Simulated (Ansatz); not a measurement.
**CH₈O₂SSi₂: up Jacob's ladder to CCSD(T)**

The task here is to estimate one member of a computed series from the others.

Program: Ansatz 0.2.0, Gaussian basis. Level of theory: functionals in def2-TZVPP, the program's frozen cores in correlated methods. These are calculated values, not measurements.

The runs, in order: PBE-D4, r2SCAN-D4, PBE0-D4, B3LYP-D4, ωB97X-V, ωB97M-V, B2PLYP; CCSD(T)/def2-TZVPP; MP2/def2-QZVPP; extrapolation to the limit.

### The geometry

All runs share one geometry, relaxed beforehand with PBE0-D4 in a triple-zeta def2 set.

SMILES `CO[SiH2]S[SiH2]O`, 14 atoms, charge 0, spin multiplicity 1.

Atoms are counted from 1 here; the program's logs count them from 0.

Bond lengths: C1–O2 1.418 Å, C1–H7 1.095 Å, C1–H8 1.090 Å, C1–H9 1.094 Å, O2–Si3 1.651 Å, Si3–S4 2.126 Å, Si3–H10 1.484 Å, Si3–H11 1.479 Å, S4–Si5 2.151 Å, Si5–O6 1.637 Å, Si5–H12 1.478 Å, Si5–H13 1.485 Å, O6–H14 0.965 Å. Angles: O2–C1–H7 111.0°, O2–C1–H8 108.0°, O2–C1–H9 111.0°, H7–C1–H8 108.7°, H7–C1–H9 108.9°, H8–C1–H9 109.1°, C1–O2–Si3 121.6°, O2–Si3–S4 111.1°, O2–Si3–H10 110.7°, O2–Si3–H11 104.1°, S4–Si3–H10 106.5°, S4–Si3–H11 111.5°, H10–Si3–H11 112.9°, Si3–S4–Si5 95.2°, S4–Si5–O6 111.8°, S4–Si5–H12 106.9°, S4–Si5–H13 107.6°, O6–Si5–H12 108.0° and more.

Coordinates:

```tsv
atom	x (Å)	y (Å)	z (Å)
C1	1.64178	-0.02389	1.34020
O2	0.23343	-0.18093	1.28168
Si3	-0.75236	1.03555	0.75691
S4	-0.43914	1.44020	-1.30700
Si5	-0.97586	-0.53185	-1.97730
O6	-0.07286	-1.68866	-1.25127
H7	1.91492	0.85264	1.93662
H8	2.06041	-0.91316	1.81246
H9	2.06615	0.08318	0.33731
H10	-0.46293	2.29660	1.48320
H11	-2.11889	0.52736	1.00792
H12	-0.70072	-0.58183	-3.42850
H13	-2.42125	-0.72520	-1.69595
H14	0.02732	-1.59001	-0.29626
```

The first run:

in.yaml

```yaml
crystal:
  periodic: [false, false, false]
  atoms:
    - {symbol: C, position_ang: [1.641779, -0.023887, 1.340199]}
    - {symbol: O, position_ang: [0.233432, -0.180925, 1.281678]}
    - {symbol: Si, position_ang: [-0.752365, 1.035546, 0.756912]}
    - {symbol: S, position_ang: [-0.439139, 1.440204, -1.306997]}
    - {symbol: Si, position_ang: [-0.975863, -0.531855, -1.977300]}
    - {symbol: O, position_ang: [-0.072857, -1.688656, -1.251269]}
    - {symbol: H, position_ang: [1.914918, 0.852636, 1.936619]}
    - {symbol: H, position_ang: [2.060411, -0.913164, 1.812459]}
    - {symbol: H, position_ang: [2.066150, 0.083185, 0.337313]}
    - {symbol: H, position_ang: [-0.462927, 2.296601, 1.483197]}
    - {symbol: H, position_ang: [-2.118888, 0.527363, 1.007922]}
    - {symbol: H, position_ang: [-0.700721, -0.581828, -3.428505]}
    - {symbol: H, position_ang: [-2.421251, -0.725204, -1.695948]}
    - {symbol: H, position_ang: [0.027323, -1.590007, -0.296261]}
basis:
  gaussian: {orbitals: def2-TZVPP}
hamiltonian: {xc: pbe, dispersion: d4}
output: {forces: true, orbitals: {seedname: orbitals}}
```

Started as:

```bash
ansatz run in.yaml --threads 2 --pin off --events-out ev --progress --plain --max-ram 20480MiB --backend cuda --devices 0, --max-vram 18GiB
```

Among the steps run: PBE-D4 (GGA); r2SCAN-D4 (meta-GGA); PBE0-D4 (hybrid); B3LYP-D4 (hybrid); ωB97X-V (range-separated); ωB97M-V (range-separated); B2PLYP (double hybrid); CCSD(T) in def2-TZVPP; MP2 in def2-QZVPP.

One of the session's tables, all rows but one given; the rest of the session is left out.

It belongs to the step «Atomisation energies». 

```
            method  atomisation energy (kcal/mol)
            PBE-D4                         1205.1
         r2SCAN-D4                         1199.7
           PBE0-D4                         1187.8
          B3LYP-D4                         1193.2
           ωB97X-V                         1204.1
           ωB97M-V                         1202.5
            B2PLYP                         1180.1
     HF/def2-TZVPP                          871.4
    MP2/def2-TZVPP                              ?
   CCSD/def2-TZVPP                         1149.3
CCSD(T)/def2-TZVPP                         1166.3
           MP2/CBS                         1220.0
       CCSD(T)/CBS                         1201.9
```

**Question.** Estimate the row for MP2/def2-TZVPP.

As computed: atomisation energy (kcal/mol): 1184.5. In the column «atomisation energy (kcal/mol)» it lies between B2PLYP (1180.1) and PBE0-D4 (1187.8).
